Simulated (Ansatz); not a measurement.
# C₃HN₃O₃Si: taking an electron away

How much energy removes an electron from C₃HN₃O₃Si at fixed geometry? The cation is run at each level and the neutral's energy taken from earlier runs.

The runs use Ansatz 0.2.0, Gaussian basis; unrestricted cation, the program's frozen cores in correlated methods.

Levels to be run: UKS PBE-D4/def2-TZVPP; UKS r2SCAN-D4/def2-TZVPP; UKS PBE0-D4/def2-TZVPP; UKS B3LYP-D4/def2-TZVPP; UKS wB97X-V/def2-TZVPP; UKS wB97M-V/def2-TZVPP; UKS B2PLYP/def2-TZVPP; UHF-CCSD(T)/def2-TZVPP; UHF-MP2/def2-QZVPP; extrapolation to the limit; then −ε(HOMO) from the neutral's earlier runs with LDA (SPW92), PBE-D4, revPBE-D4, BLYP-D4, r2SCAN-D4, B97M-V, PBE0-D4, B3LYP-D4, r2SCANh-D4, r2SCAN0-D4, HSE06-D4, BHLYP-D4, CAM-B3LYP-D4, LC-ωPBE, ωB97X-V, ωB97M-V.

## Step 1: The geometry

The geometry comes from an earlier relaxation with PBE0-D4 in a triple-zeta def2 set; it is a stationary point, not always the lowest conformer.

SMILES `O=C=N[SiH](N=C=O)N=C=O`, 11 atoms, charge 0, spin multiplicity 1.

Atoms are counted from 1 here; the program's logs count them from 0.

Bond lengths: O1–C2 1.161 Å, C2–N3 1.193 Å, N3–Si4 1.687 Å, Si4–N5 1.687 Å, Si4–N8 1.687 Å, Si4–H11 1.467 Å, N5–C6 1.193 Å, C6–O7 1.161 Å, N8–C9 1.193 Å, C9–O10 1.161 Å. Angles: O1–C2–N3 179.8°, C2–N3–Si4 179.1°, N3–Si4–N5 109.0°, N3–Si4–N8 109.1°, N3–Si4–H11 109.9°, N5–Si4–N8 109.1°, N5–Si4–H11 109.9°, N8–Si4–H11 109.9°, Si4–N5–C6 179.4°, N5–C6–O7 179.8°, Si4–N8–C9 179.1°, N8–C9–O10 179.8°.

## Step 2: Cation, UKS PBE-D4/def2-TZVPP

Input file in.yaml:

```yaml
crystal:
  periodic: [false, false, false]
  atoms:
    - {symbol: O, position_ang: [-3.019354, -0.400298, 2.365628]}
    - {symbol: C, position_ang: [-2.001065, -0.302109, 1.815802]}
    - {symbol: N, position_ang: [-0.952701, -0.201514, 1.255564]}
    - {symbol: Si, position_ang: [0.517449, -0.061030, 0.440360]}
    - {symbol: N, position_ang: [0.580627, 1.440437, -0.325961]}
    - {symbol: C, position_ang: [0.616685, 2.498394, -0.875929]}
    - {symbol: O, position_ang: [0.655178, 3.529534, -1.408974]}
    - {symbol: N, position_ang: [0.620907, -1.278049, -0.723201]}
    - {symbol: C, position_ang: [0.679069, -2.132500, -1.553617]}
    - {symbol: O, position_ang: [0.739791, -2.966123, -2.359995]}
    - {symbol: H, position_ang: [1.628716, -0.183643, 1.390823]}
basis:
  gaussian: {orbitals: def2-TZVPP}
total_charge: 1
magnetization: {spin_polarized: true, initial_magnetization: 1}
hamiltonian: {xc: pbe, dispersion: d4}
```

Run with:

```console
$ ansatz run in.yaml --threads 2 --pin off --events-out ev --progress --plain --max-ram 22528MiB --backend cuda --devices 0, --max-vram 18GiB
```

What it wrote:

```text
Functional definition: PBE
  name "PBE"
  cite "Perdew, Burke & Ernzerhof, Phys. Rev. Lett. 77, 3865 (1996) doi:10.1103/PhysRevLett.77.3865"
  parent pbe
  parameter kappa = 0.804
  parameter beta = 0.06672455060314922
  exchange = pbe_x(kappa = kappa, mu = beta*pi^2/3)
  correlation = pbe_c(beta = beta)
1805 factors; their error is unknown
mean field evaluation 1: about -21565.2133 eV, gradient 9.3e1 eV
mean field evaluation 2: about -21483.1210 eV, gradient 1.6e2 eV
mean field evaluation 4: about -21583.5207 eV, gradient 5.6e1 eV
mean field evaluation 8: about -21596.0678 eV, gradient 7.8e0 eV
mean field evaluation 16: about -21596.4530 eV, gradient 7.2e-2 eV
mean field evaluation 32: about -21596.4530 eV, gradient 4.6e-5 eV
mean field evaluation 64: about -21596.0804 eV, gradient 2.8e-2 eV
mean field -21596.45301452 eV, -793.6550096821 hartree, gradient 1.3e-5 eV, S^2 0.753309; 8 other end points of the search recorded, 0 dependent functions left out
reference -21596.45305975 eV, -793.6550113442 hartree; 39, 38 occupied and 296, 297 virtual orbitals, 1805 factors
Total energy: -21596.75078916 eV, -793.6659526980 hartree
```

It took 6.5 s on 1 × H100 (card shared with other runs) with 2 threads of AMD EPYC 7R13, shared host; peak host memory 0.95 GiB.

Less the neutral's -21606.8422 eV (earlier run), this gives 10.091 eV. ⟨S²⟩ = 0.753.

## Step 3: Cation, UKS r2SCAN-D4/def2-TZVPP

in.yaml: that of step 2 with these lines changed.

```diff
@@ -18,2 +18,2 @@
 magnetization: {spin_polarized: true, initial_magnetization: 1}
-hamiltonian: {xc: pbe, dispersion: d4}
+hamiltonian: {xc: r2scan, dispersion: d4}
```

Launched as before.

What it wrote, cut to the lines that bear on the results:

```text
Functional definition: r2SCAN
  name "r2SCAN"
  cite "Furness, Kaplan, Ning, Perdew & Sun, J. Phys. Chem. Lett. 11, 8208 (2020) doi:10.1021/acs.jpclett.0c02405"
  cite "Furness, Kaplan, Ning, Perdew & Sun, J. Phys. Chem. Lett. 11, 9248 (2020) doi:10.1021/acs.jpclett.0c03077"
  parent r2scan
[...]
1805 factors; their error is unknown
[...]
mean field -21607.53893440 eV, -794.0624097234 hartree, gradient 1.2e-5 eV, S^2 0.758752; 8 other end points of the search recorded, 0 dependent functions left out
reference -21607.53894798 eV, -794.0624102225 hartree; 39, 38 occupied and 296, 297 virtual orbitals, 1805 factors
Total energy: -21607.61954769 eV, -794.0653722070 hartree
```

It took 8 s on 1 × H100 (card shared with other runs) with 2 threads of AMD EPYC 7R13, shared host; peak host memory 1 GiB.

The neutral molecule at this level: -21617.9196 eV. Difference: 10.300 eV. ⟨S²⟩ = 0.759.

## Step 4: Cation, UKS PBE0-D4/def2-TZVPP

in.yaml: that of step 3 with these lines changed.

```diff
@@ -18,2 +18,2 @@
 magnetization: {spin_polarized: true, initial_magnetization: 1}
-hamiltonian: {xc: r2scan, dispersion: d4}
+hamiltonian: {xc: pbe0, dispersion: d4}
```

The command is unchanged.

What it wrote:

```text
Functional definition: PBE0
  name "PBE0"
  cite "Adamo & Barone, J. Chem. Phys. 110, 6158 (1999) doi:10.1063/1.478522"
  cite "Perdew, Burke & Ernzerhof, Phys. Rev. Lett. 77, 3865 (1996) doi:10.1103/PhysRevLett.77.3865"
  parent pbe
  parameter a = 0.25
  parameter kappa = 0.804
  parameter beta = 0.06672455060314922
  exchange = (1 - a)*pbe_x(kappa = kappa, mu = beta*pi^2/3) + a*exact_x
  correlation = pbe_c(beta = beta)
1808 factors; their error is unknown
mean field evaluation 1: about -21575.9018 eV, gradient 7.5e1 eV
mean field evaluation 2: about -21557.0718 eV, gradient 1.0e2 eV
mean field evaluation 4: about -21594.1902 eV, gradient 1.8e1 eV
mean field evaluation 8: about -21595.5292 eV, gradient 7.0e-1 eV
mean field evaluation 16: about -21595.6858 eV, gradient 1.3e0 eV
mean field evaluation 32: about -21595.9453 eV, gradient 6.0e-1 eV
mean field -21596.03589648 eV, -793.6396808768 hartree, gradient 1.5e-5 eV, S^2 0.762763; 5 other end points of the search recorded, 0 dependent functions left out
reference -21596.03592932 eV, -793.6396820835 hartree; 39, 38 occupied and 296, 297 virtual orbitals, 1808 factors
Total energy: -21596.29123153 eV, -793.6490642668 hartree
```

Wall time 6 s (1 × H100 (card shared with other runs) with 2 threads of AMD EPYC 7R13, shared host); peak host memory 0.95 GiB.

The neutral molecule at this level: -21606.9990 eV. Difference: 10.708 eV. ⟨S²⟩ = 0.763.

## Step 5: Cation, UKS B3LYP-D4/def2-TZVPP

in.yaml: that of step 4 with these lines changed.

```diff
@@ -18,2 +18,2 @@
 magnetization: {spin_polarized: true, initial_magnetization: 1}
-hamiltonian: {xc: pbe0, dispersion: d4}
+hamiltonian: {xc: {name: B3LYP}, dispersion: d4}
```

Same command.

What it wrote, cut to the lines that bear on the results:

```text
Functional definition: B3LYP
  name "B3LYP"
  cite "Stephens, Devlin, Chabalowski & Frisch, J. Phys. Chem. 98, 11623 (1994) doi:10.1021/j100096a001"
  cite "Becke, Phys. Rev. A 38, 3098 (1988) doi:10.1103/PhysRevA.38.3098"
  cite "Lee, Yang & Parr, Phys. Rev. B 37, 785 (1988) doi:10.1103/PhysRevB.37.785"
  cite "Vosko, Wilk & Nusair, Can. J. Phys. 58, 1200 (1980) doi:10.1139/p80-159"
[...]
1808 factors; their error is unknown
[...]
mean field -21615.16545054 eV, -794.3426790218 hartree, gradient 1.0e-5 eV, S^2 0.759855; 7 other end points of the search recorded, 0 dependent functions left out
reference -21615.16576601 eV, -794.3426906151 hartree; 39, 38 occupied and 296, 297 virtual orbitals, 1808 factors
Total energy: -21615.64085284 eV, -794.3601497344 hartree
```

Wall time 7 s (1 × H100 (card shared with other runs) with 2 threads of AMD EPYC 7R13, shared host); peak host memory 0.96 GiB.

The neutral molecule at this level: -21626.2686 eV. Difference: 10.628 eV. ⟨S²⟩ = 0.760.

## Step 6: Cation, UKS wB97X-V/def2-TZVPP

in.yaml: that of step 5 with these lines changed.

```diff
@@ -18,2 +18,2 @@
 magnetization: {spin_polarized: true, initial_magnetization: 1}
-hamiltonian: {xc: {name: B3LYP}, dispersion: d4}
+hamiltonian: {xc: {name: wB97X-V}}
```

The command is unchanged.

What it wrote, cut to the lines that bear on the results:

```text
Functional definition: wB97X-V
  name "wB97X-V"
  cite "Mardirossian & Head-Gordon, Phys. Chem. Chem. Phys. 16, 9904 (2014) doi:10.1039/C3CP54374A"
  cite "Becke, J. Chem. Phys. 107, 8554 (1997) doi:10.1063/1.475007"
  cite "Vydrov & Van Voorhis, J. Chem. Phys. 133, 244103 (2010) doi:10.1063/1.3521275"
[...]
      + integral(e_c_pw_opposite_spin*poly(b97_u_opposite, cos0, cos1)) + vv10(b, c)
1808 factors; their error is unknown
355 factors; integrals over basis functions are off by at most 7.7e-6 eV
[...]
mean field -21608.13642327 eV, -794.0843670341 hartree, gradient 2.0e-5 eV, S^2 0.767433; 6 other end points of the search recorded, 0 dependent functions left out
reference -21608.13642116 eV, -794.0843669566 hartree; 39, 38 occupied and 296, 297 virtual orbitals, 1808 factors
Total energy: -21608.13642116 eV, -794.0843669566 hartree
```

Wall time 12 s (1 × H100 (card shared with other runs) with 2 threads of AMD EPYC 7R13, shared host); peak host memory 1.1 GiB.

Less the neutral's -21619.3792 eV (earlier run), this gives 11.243 eV. ⟨S²⟩ = 0.767.

## Step 7: Cation, UKS wB97M-V/def2-TZVPP

in.yaml: that of step 6 with these lines changed.

```diff
@@ -18,2 +18,2 @@
 magnetization: {spin_polarized: true, initial_magnetization: 1}
-hamiltonian: {xc: {name: wB97X-V}}
+hamiltonian: {xc: {name: wB97M-V}}
```

Same command.

What it wrote, cut to the lines that bear on the results:

```text
Functional definition: wB97M-V
  name "wB97M-V"
  cite "Mardirossian & Head-Gordon, J. Chem. Phys. 144, 214110 (2016) doi:10.1063/1.4952647"
  cite "Becke, J. Chem. Phys. 107, 8554 (1997) doi:10.1063/1.475007"
  cite "Vydrov & Van Voorhis, J. Chem. Phys. 133, 244103 (2010) doi:10.1063/1.3521275"
  # Of w^i u^j: cxij and so on, Table III.
[...]
  gx(w, u) = 1 - cx + cx01*u + cx10*w
  gss(w, u) = css00 + css04*u^4 + css10*w + css20*w^2 + css43*w^4*u^3
  gos(w, u) = cos00 + cos10*w + (cos20 + cos21*u)*w^2 + (cos60 + cos61*u)*w^6
[...]
      + integral(e_c_pw_mod_opposite_spin*gos(b97_w_opposite, b97_u_opposite)) + vv10(b, c)
1808 factors; their error is unknown
355 factors; integrals over basis functions are off by at most 7.7e-6 eV
[...]
mean field -21610.17090866 eV, -794.1591329934 hartree, gradient 1.8e-5 eV, S^2 0.765290; 6 other end points of the search recorded, 0 dependent functions left out
reference -21610.17096058 eV, -794.1591349015 hartree; 39, 38 occupied and 296, 297 virtual orbitals, 1808 factors
Total energy: -21610.17096058 eV, -794.1591349015 hartree
```

Wall time 23 s (1 × H100 (card shared with other runs) with 2 threads of AMD EPYC 7R13, shared host); peak host memory 1.2 GiB.

The neutral molecule at this level: -21621.3554 eV. Difference: 11.184 eV. ⟨S²⟩ = 0.765.

## Step 8: Cation, UKS B2PLYP (frozen core)/def2-TZVPP

in.yaml: that of step 7 with these lines changed.

```diff
@@ -18,2 +18,2 @@
 magnetization: {spin_polarized: true, initial_magnetization: 1}
-hamiltonian: {xc: {name: wB97M-V}}
+hamiltonian: {xc: {name: B2PLYP}}
```

Launched as before.

What it wrote, cut to the lines that bear on the results:

```text
Functional definition: B2PLYP
  name "B2PLYP"
  cite "Grimme, J. Chem. Phys. 124, 034108 (2006) doi:10.1063/1.2148954"
  cite "Becke, Phys. Rev. A 38, 3098 (1988) doi:10.1103/PhysRevA.38.3098"
  cite "Lee, Yang & Parr, Phys. Rev. B 37, 785 (1988) doi:10.1103/PhysRevB.37.785"
[...]
2133 factors; integrals over basis functions are off by at most 8.2e-4 eV
[...]
mean field -21585.68048160 eV, -793.2591263989 hartree, gradient 2.1e-6 eV, S^2 0.782568; 8 other end points of the search recorded, 0 dependent functions left out
14 core orbitals not correlated: weight in the atoms' cores, before any rotation towards them, 1.000 or more for the frozen orbitals, at most 0.000 for the correlated occupied ones
reference -21585.68067963 eV, -793.2591336764 hartree; 25, 24 occupied and 296, 297 virtual orbitals, 2133 factors
second order -60.35734616 eV of doubles, -0.00000000 eV of singles
Total energy: -21601.97716309 eV, -793.8580183975 hartree
```

Wall time 16 s (1 × H100 (card shared with other runs) with 2 threads of AMD EPYC 7R13, shared host); peak host memory 1.5 GiB.

The neutral molecule at this level: -21612.7735 eV. Difference: 10.796 eV. ⟨S²⟩ = 0.783.

## Step 9: Cation, UHF-CCSD(T)/def2-TZVPP

in.yaml: that of step 8 with these lines changed.

```diff
@@ -18,2 +18,3 @@
 magnetization: {spin_polarized: true, initial_magnetization: 1}
-hamiltonian: {xc: {name: B2PLYP}}
+correlation: {method: ccsd_t}
+scf: {omitted_lower_state_checks: [cluster_reference]}
```

Same command.

What it wrote, cut to the lines that bear on the results:

```text
Functional definition: HF
  name "HF"
  cite "Fock, Z. Phys. 61, 126 (1930) doi:10.1007/BF01340294"
  parent pbe
[...]
2133 factors; integrals over basis functions are off by at most 8.2e-4 eV
[...]
mean field -21526.04654815 eV, -791.0676197659 hartree, gradient 6.1e-10 eV, S^2 0.917678; 10 other end points of the search recorded, 0 dependent functions left out
14 core orbitals not correlated: weight in the atoms' cores, before any rotation towards them, 1.000 or more for the frozen orbitals, at most 0.000 for the correlated occupied ones
reference -21526.04654815 eV, -791.0676197659 hartree; 25, 24 occupied and 296, 297 virtual orbitals, 2133 factors
second order -46.68612305 eV of doubles, -0.00000000 eV of singles
cycle   1  -45.19914211 eV  change     1.5e0 eV  update   2.1e-1
[...]
cycle  32  -47.17966401 eV  change   -4.3e-6 eV  update   3.0e-5
perturbative correction -2.39592500 eV, -0.0880486196 hartree
Total energy: -21575.62213715 eV, -792.8894890582 hartree
Checks for a lower state left out: cluster_reference
```

Run time: 2.7 min. Hardware: 1 × H100 (card shared with other runs) with 2 threads of AMD EPYC 7R13, shared host; peak host memory 2.4 GiB.

Less the neutral's -21587.2520 eV (earlier run), this gives 11.630 eV. ⟨S²⟩ = 0.918. T1 = 0.028 (report).

## Step 10: Cation, UHF-MP2/def2-QZVPP

in.yaml: that of step 9 with these lines changed.

```diff
@@ -15,6 +15,6 @@
 basis:
-  gaussian: {orbitals: def2-TZVPP}
+  gaussian: {orbitals: "def2-QZVPP.json"}
 total_charge: 1
 magnetization: {spin_polarized: true, initial_magnetization: 1}
-correlation: {method: ccsd_t}
+correlation: {method: mp2}
 scf: {omitted_lower_state_checks: [cluster_reference]}
```

Same command.

What it wrote, cut to the lines that bear on the results:

```text
Functional definition: HF
  name "HF"
  cite "Fock, Z. Phys. 61, 126 (1930) doi:10.1007/BF01340294"
  parent pbe
[...]
3818 factors; integrals over basis functions are off by at most 8.5e-4 eV
[...]
mean field -21526.87408878 eV, -791.0980313232 hartree, gradient 2.6e-6 eV, S^2 0.918458; 10 other end points of the search recorded, 0 dependent functions left out
14 core orbitals not correlated: weight in the atoms' cores, before any rotation towards them, 1.000 or more for the frozen orbitals, at most 0.000 for the correlated occupied ones
reference -21526.87408878 eV, -791.0980313232 hartree; 25, 24 occupied and 574, 575 virtual orbitals, 3818 factors
second order -50.17593677 eV of doubles, -0.00000000 eV of singles
Total energy: -21577.05002554 eV, -792.9419629889 hartree
Checks for a lower state left out: cluster_reference
```

Run time: 52 s. Hardware: 1 × H100 (card shared with other runs) with 2 threads of AMD EPYC 7R13, shared host; peak host memory 1.4 GiB.

The neutral molecule at this level: -21589.5879 eV. Difference: 12.538 eV. ⟨S²⟩ = 0.918.

## Step 11: From triple and quadruple zeta to the limit

No new run: Hartree-Fock is extrapolated as exp(−7.88√X) and correlation as X^−2.97, with X = 3 and 4; only MP2 was run in the larger set, so CCSD(T) minus MP2 is added from the smaller one.

```csv
level,energy at the limit (eV)
HF,-21526.9881
MP2,-21579.7491
CCSD,-21580.2426
CCSD(T),-21582.6385
```

The neutral's limit, from its own earlier runs, is -21594.4932 eV in the additive form (MP2 limit plus CCSD(T) minus MP2 in triple zeta), in which the cation has -21582.6385 eV.

## Step 12: Ionisation energies side by side

```csv
method,ionisation energy (eV)
PBE-D4,10.09
r2SCAN-D4,10.30
PBE0-D4,10.71
B3LYP-D4,10.63
ωB97X-V,11.24
ωB97M-V,11.18
B2PLYP,10.80
HF/def2-TZVPP,10.53
MP2/def2-TZVPP,12.41
CCSD/def2-TZVPP,11.57
CCSD(T)/def2-TZVPP,11.63
```

For comparison, −ε(HOMO) of the neutral from earlier runs:

```csv
functional,−ε(HOMO) (eV),by energy difference (eV)
LDA (SPW92),7.81,
PBE-D4,7.57,10.09
revPBE-D4,7.49,
BLYP-D4,7.43,
r2SCAN-D4,7.89,10.30
B97M-V,7.90,
PBE0-D4,8.98,10.71
B3LYP-D4,8.72,10.63
r2SCANh-D4,8.42,
r2SCAN0-D4,9.21,
HSE06-D4,8.58,
BHLYP-D4,10.28,
CAM-B3LYP-D4,10.32,
LC-ωPBE,11.64,
ωB97X-V,11.26,11.24
ωB97M-V,11.17,11.18
```

## Step 13: Results

| quantity | value |
| --- | --- |
| range over the levels of the table | 10.09 to 12.41 eV |
| −ε(HOMO) of PBE | 7.57 eV |
| T1 of the cation | 0.028 |

In words: Without a sound coupled-cluster reference the levels can only be compared: they span 2.32 eV. The cation may have settled in a state other than its lowest; no search over hole states beyond the program's own was made.
